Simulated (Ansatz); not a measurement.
# Cu: the cost of one run

Program: Ansatz 0.2.0. Level of theory: DFT PBEsol, scalar-relativistic, plane waves, PAW. These are calculated values, not measurements.

1 further run of the same task is left out (set aside as unsound or not needed).

### Step 1. The structure to begin with

It takes space group Fm-3m (No. 225, cubic). The conventional cell has a = 3.563 Å, b = 3.563 Å, c = 3.563 Å, α = 90.00°, β = 90.00°, γ = 90.00°. Around Cu (site symmetry m-3m) lie 12 Cu at 2.52 Å.

Structure file:

```xyz
1
Lattice="0.0000 1.7817 1.7817 1.7817 0.0000 1.7817 1.7817 1.7817 0.0000" Properties=species:S:1:pos:R:3 pbc="T T T"
Cu    0.0000    0.0000    0.0000
```

It is the result of an earlier relaxation at this level (volume 11.31 Å³/atom; gap on the mesh: none (metal)).

### Step 2. Next: the ladder chain

A free-standing chain of the crystal's atoms, periodic along c. Atoms and period relax; energies count from the bulk, -6588.7738 eV an atom.

The cell holds 4 Cu: a = 11.400 Å, b = 9.300 Å, c = 4.535 Å, α = 90.00°, β = 90.00°, γ = 90.00°.

### Step 3. The relaxation run

Pressure and volume refer to the whole cell with its vacuum; only the period along c may change.

Contents of input.yaml:

```yaml
crystal:
  lattice:
    - [11.4, 0.0, 0.0]
    - [0.0, 9.3, 0.0]
    - [0.0, 0.0, 4.535432217]
  atoms:
    - { symbol: Cu, position: [0.3955657055, 0.5, 0.0], spin: 0.5 }
    - { symbol: Cu, position: [0.3955657055, 0.5, 0.5], spin: 0.5 }
    - { symbol: Cu, position: [0.6044342945, 0.5, 0.0], spin: 0.5 }
    - { symbol: Cu, position: [0.6044342945, 0.5, 0.5], spin: 0.5 }
basis:
  ecutwfc: 420
kpoints:
  mp_grid: { grid: [1, 1, 14] }
hamiltonian:
  xc: pbesol
scf:
  occupations: { method: gaussian, width: 0.05 }
output:
  forces: true
  stress: true
  eigenvalues: true
  populations: true
  write_density: true
  write_potential: true
  elf: true
  volumetric_format: npy
magnetization:
  spin_polarized: true
relax:
  adjacent_minimum: "off"
  f_tol: 0.01
  max_steps: 45
  cell: { fix: [a, b, alpha, beta, gamma], stress_tol: 0.03 }
```

Command:

```sh
> ansatz run input.yaml --threads 2 --pin off --max-ram 5120MiB --backend cpu --events-out ev --progress --plain --runs-dir out
```

**Question.** How long does this run take on 2 threads of Intel Xeon at 2.50GHz (Skylake/Cascade Lake), shared host, and how much memory does it need?

About 5.7 min, with a peak of 0.88 GiB.
